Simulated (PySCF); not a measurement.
# C4H3BF2S: the cost of one run

Programs: PySCF 2.14.0, with density-fitted response routines of our own. Each step states its level of theory. These are calculated values for one molecule in the gas phase, unless marked as measured. Atoms are numbered from 0 throughout.

**1. Starting geometry**

11 atoms, charge 0, multiplicity 1; geometry from: GFN2-xTB. The atoms were then displaced at random by about 0.01 Å, so the start is not that level's minimum.

Bonds of the start (Å): F0–B1 1.32, B1–F2 1.31, B1–C3 1.50, C3–C4 1.46, C4–C5 1.36, C5–S6 1.71, S6–C7 1.71, C7–C3 1.39, C4–H8 1.07, C5–H9 1.07, C7–H10 1.05.

**2. Relaxing the molecule at PBE0-D3(BJ)/def2-SVP**

The job: settings as JSON, then the geometry in Å.

```
{"job": {"xc": "PBE0", "basis": "def2-SVP", "d3": "d3bj", "grid": 1, "shake": 0.01, "kind": "geom"}, "charge": 0, "multiplicity": 1}
F      2.750020     0.971540     0.076850
B      1.895960    -0.037960     0.105820
F      2.481890    -1.205560     0.225940
C      0.405250     0.121130     0.006030
C     -0.566450    -0.967060     0.031310
C     -1.852920    -0.549050    -0.065350
S     -1.964760     1.156220    -0.204900
C     -0.263330     1.327010    -0.127760
H     -0.264170    -1.981850     0.159260
H     -2.742380    -1.152180    -0.056730
H      0.159000     2.291920    -0.166130
```

On the command line:

```console
$ OMP_NUM_THREADS=1 python probes_run.py task.json out
```

The driver reads the jobs from task.json and runs them one after another.

Q: Estimate the wall time and peak memory of this first job on 1 thread of Arm Neoverse N1, shared host.

About 95 s, with a peak of 0.55 GiB.
